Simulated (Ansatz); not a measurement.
**The Mg atom under BLYP: one spin start**

What energy and moment does a lone magnesium atom take? It is solved at Γ with spin polarisation and no symmetry, from 0 unpaired electrons. The moment is free to change.

Computed with Ansatz 0.2.0 (DFT BLYP, plane waves (420 eV) with PAW, scalar-relativistic; the PAW data stem from PBE, with regenerated cores, unless a step says otherwise).

## Step 1: The system in its box

The box measures 14.0 × 14.4 × 14.8 Å; its three sides differ, so that it imposes no cubic symmetry.

As a file:

```
Mg
1.0
    14.00000    0.00000    0.00000
     0.00000   14.40000    0.00000
     0.00000    0.00000   14.80000
Mg
1
Direct
  0.50000 0.50000 0.50000
```

## Step 2: Start with 0 unpaired electrons

Contents of input.yaml:

```yaml
crystal:
  lattice:
    - [14.0, 0.0, 0.0]
    - [0.0, 14.4, 0.0]
    - [0.0, 0.0, 14.8]
  atoms:
    - { symbol: Mg, position: [0.5, 0.5, 0.5], spin: 0.01 }
  symmetry: { detect: false, time_reversal: true }
hamiltonian:
  xc: blyp
  pseudopotentials:
    kind: paw
    azcp:
      Mg: "pseudopotentials/Mg.paw.azcp"
basis:
  ecutwfc: 420
  fft_grid_basis: typed
kpoints:
  mp_grid: { grid: [1, 1, 1], shift: [0, 0, 0] }
magnetization:
  spin_polarized: true
scf:
  occupations: { method: fermi_dirac, width: 0.01 }
```

On the command line:

```console
> ansatz run input.yaml --threads 4 --pin off --max-ram 8192MiB --backend cpu --events-out ev --progress --plain --runs-dir out
```

Before running it: what results should come out? Wanted: start 0: end moment; gap between levels; above hcp.

**Answer**, as computed:

```
           quantity         value
start 0: end moment       0.00 μB
 gap between levels       3.38 eV
          above hcp  0.71 eV/atom
```

What this shows: The moment stays at 0.00 μB. Against hcp, computed apart with the same settings, the atom stands 0.71 eV higher. If this is the atom's lowest state, that is the cohesive energy, without zero-point motion.
